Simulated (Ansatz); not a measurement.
ZrIn:

```xyz
2
Lattice="3.1406 0.0000 0.0000 0.0000 3.1406 0.0000 0.0000 0.0000 4.4541" Properties=species:S:1:pos:R:3 pbc="T T T"
In    1.5703    1.5703    2.2271
Zr    0.0000    0.0000    0.0000
```

The cell comes from a database or a generator and needn't be the stable form of this composition.

```yaml
Program: Ansatz 0.2.0
Task: relaxation of cell and atoms
Functional: RPBE
Potentials_or_basis: all-electron LAPW, scalar-relativistic
Basis_error_allowed: 0.001 eV/atom
k_mesh: 9 × 9 × 6
Occupations: fermi-dirac, width 0.05 eV
Spin: no spin polarisation
```

At the start: volume 21.97 Å³/atom.

Q: How do energy, volume and symmetry change on relaxing?

A: Over 5 steps the energy falls by 8.6 meV/atom and the volume is 22.79 Å³/atom (+3.8 %); space group P4/mmm (No. 123, to 0.05 Å).

Step by step:
```
step  energy change (eV)  largest force (eV/Å)  volume (Å³)
   1              0.0000                0.0000        43.93
   2             -0.0171                0.0000        45.53
   3             -0.0172                0.0000        45.58
   4             -0.0173                0.0000        45.59
   5             -0.0173                0.0000        45.59
```

Final structure:
```
CELL_PARAMETERS angstrom
3.18835 0.00000 0.00000
0.00000 3.18835 0.00000
0.00000 0.00000 4.48472
ATOMIC_POSITIONS crystal
In 0.50000 0.50000 0.50000
Zr 0.00000 0.00000 0.00000
```
